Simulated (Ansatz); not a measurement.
**FGaH₂SSe: basis-set convergence**

An exercise on one series of results from a longer session: the logs are not shown, and one member is left open.

Method: one geometry, several basis sets; program: Ansatz 0.2.0, Gaussian basis.

Plan: PBE0-D4/def2-SVP; ωB97M-V/def2-SVP; PBE0-D4/def2-QZVPP; ωB97M-V/def2-QZVPP; the functionals' def2-TZVPP values are taken from earlier runs.

### Structure used throughout

All runs share one geometry, relaxed beforehand with PBE0-D4 in a triple-zeta def2 set.

SMILES `[F][Ga]([SH])[SeH]`, 6 atoms, charge 0, spin multiplicity 1.

Atoms are counted from 1 here; the program's logs count them from 0.

Bond lengths: F1–Ga2 1.752 Å, Ga2–S3 2.184 Å, Ga2–Se4 2.303 Å, S3–H5 1.345 Å, Se4–H6 1.470 Å. Angles: F1–Ga2–S3 116.2°, F1–Ga2–Se4 116.0°, S3–Ga2–Se4 127.9°, Ga2–S3–H5 91.7°, Ga2–Se4–H6 91.0°.

Set-up of the first run:

The input, in.yaml:

```yaml
crystal:
  periodic: [false, false, false]
  atoms:
    - {symbol: F, position_ang: [-0.000578, -1.900999, 1.000134]}
    - {symbol: Ga, position_ang: [-0.133940, -0.336852, 0.221739]}
    - {symbol: S, position_ang: [1.666913, 0.403666, -0.767770]}
    - {symbol: Se, position_ang: [-2.190510, 0.689300, 0.367361]}
    - {symbol: H, position_ang: [2.358196, -0.696405, -0.418922]}
    - {symbol: H, position_ang: [-1.700070, 1.841292, -0.402531]}
basis:
  gaussian: {orbitals: def2-SVP}
hamiltonian: {xc: pbe0, dispersion: d4}
output: {orbitals: {seedname: orbitals}}
```

Run with:

```sh
$ ansatz run in.yaml --threads 2 --pin off --events-out ev --progress --plain --max-ram 32768MiB --backend cpu
```

Among the steps run: PBE0-D4 in def2-SVP; ωB97M-V in def2-SVP; PBE0-D4 in def2-QZVPP; ωB97M-V in def2-QZVPP.

One table of the session follows, with a row left open; its other results are not shown here.

It belongs to the step «Density functionals: the series». 

```
functional       basis  HOMO (eV)
   PBE0-D4    def2-SVP      -7.55
   PBE0-D4  def2-TZVPP      -7.68
   PBE0-D4  def2-QZVPP      -7.70
   ωB97M-V    def2-SVP      -9.65
   ωB97M-V  def2-TZVPP          ?
   ωB97M-V  def2-QZVPP      -9.83
```

Q: Estimate the row for ωB97M-V, def2-TZVPP from the others.

The run gave: HOMO (eV): -9.81. In the column «HOMO (eV)» it lies between ωB97M-V, def2-QZVPP (-9.83) and ωB97M-V, def2-SVP (-9.65).
